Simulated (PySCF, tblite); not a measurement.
# C₃H₈F₂SeSi: geometry, infrared bands and NMR shifts

Wanted: the infrared bands and NMR shifts of C₃H₈F₂SeSi (`FC(F)CC[SiH2][SeH]`), by calculation.

Programs: tblite 0.8.0 and PySCF 2.14.0, with density-fitted response routines of our own. Each step states its level of theory. These are calculated values for one molecule in the gas phase, unless marked as measured. Atoms count from 0, in the outputs and in this text.

### Step 1. The starting structure

15 atoms, charge 0, multiplicity 1; geometry from: force field or distance geometry start.

Bonds of the start (Å): F0–C1 1.38, C1–F2 1.38, C1–C3 1.53, C3–C4 1.52, C4–Si5 1.87, Si5–Se6 2.28, C1–H7 1.09, C3–H8 1.12, C3–H9 1.12, C4–H10 1.12, C4–H11 1.11, Si5–H12 1.46, Si5–H13 1.47, Se6–H14 1.54.

### Step 2. Optimising the geometry with GFN2-xTB

Job settings and geometry (Å):

```
{"job": {"kind": "relax", "xc": "GFN2-xTB", "basis": "xTB"}, "charge": 0, "multiplicity": 1}
F     -2.740900     1.640100     0.707500
C     -1.777400     1.301400    -0.216800
F     -1.050500     2.427400    -0.550400
C     -0.841800     0.262100     0.401900
C      0.210300    -0.221700    -0.587700
Si     1.321100    -1.522800     0.160700
Se     2.511200    -0.615300     1.887000
H     -2.258200     0.887400    -1.108700
H     -0.336300     0.695500     1.300000
H     -1.453800    -0.614700     0.751000
H     -0.288400    -0.664600    -1.486100
H      0.839500     0.629800    -0.920500
H      2.257000    -2.009700    -0.849400
H      0.515400    -2.643700     0.652500
H      3.088300     0.456800     0.952100
```

On the command line:

```bash
> OMP_NUM_THREADS=1 python probes_run.py task.json out
```

One launch serves the whole session: the jobs run in the order shown.

**Question.** This job is followed by: GFN2-xTB harmonic vibrations, gas phase; GIAO PBE0/pcSseg-1 NMR shielding, non-relativistic, gas phase. Predict these results of the whole session: strongest single infrared mode (GFN2-xTB); zero-point energy (GFN2-xTB); ¹³C shifts against TMS (PBE0/pcSseg-1); ¹H shifts against TMS (PBE0/pcSseg-1, means over atoms taken as alike); ¹⁹F shifts against CFCl3 (PBE0/pcSseg-1, means over atoms taken as alike); ²⁹Si shifts against TMS (PBE0/pcSseg-1); ⁷⁷Se shifts against Me2Se (PBE0/pcSseg-1).

As calculated:

```
                                                                 quantity                              value
                                strongest single infrared mode (GFN2-xTB)              2084 cm⁻¹, 321 km/mol
                                             zero-point energy (GFN2-xTB)                      63.1 kcal/mol
                                   ¹³C shifts against TMS (PBE0/pcSseg-1)              124.9, 33.8, 11.8 ppm
   ¹H shifts against TMS (PBE0/pcSseg-1, means over atoms taken as alike)  6.00, 4.98, 2.00, 0.85, -0.28 ppm
¹⁹F shifts against CFCl3 (PBE0/pcSseg-1, means over atoms taken as alike)                         -138.6 ppm
                                  ²⁹Si shifts against TMS (PBE0/pcSseg-1)                          -26.2 ppm
                                ⁷⁷Se shifts against Me2Se (PBE0/pcSseg-1)                           -531 ppm
```

Relaxing lowered the energy by 0.229 eV in 100 steps; the close pair that moved most is Se6–H14, from 1.535 to 1.436 Å. No mode is imaginary among the 39: a minimum at this level. The strongest single mode, at 2084 cm⁻¹, moves mainly H14. Unscaled tight-binding wavenumbers are off by several per cent, some by more. Its intensities can rank the bands wrongly. H7 (hydrogen on an sp3 CH bonded to 2 F) lies farthest downfield among hydrogen, at 6.00 ppm; its carbon carries F, hence the downfield position. At PBE0/pcSseg-1: Shielding is most anisotropic at Se6 (span 738 ppm, paramagnetic term -712 ppm). Spin-orbit coupling is left out, which matters for shieldings and couplings at and beside the heavy atoms.
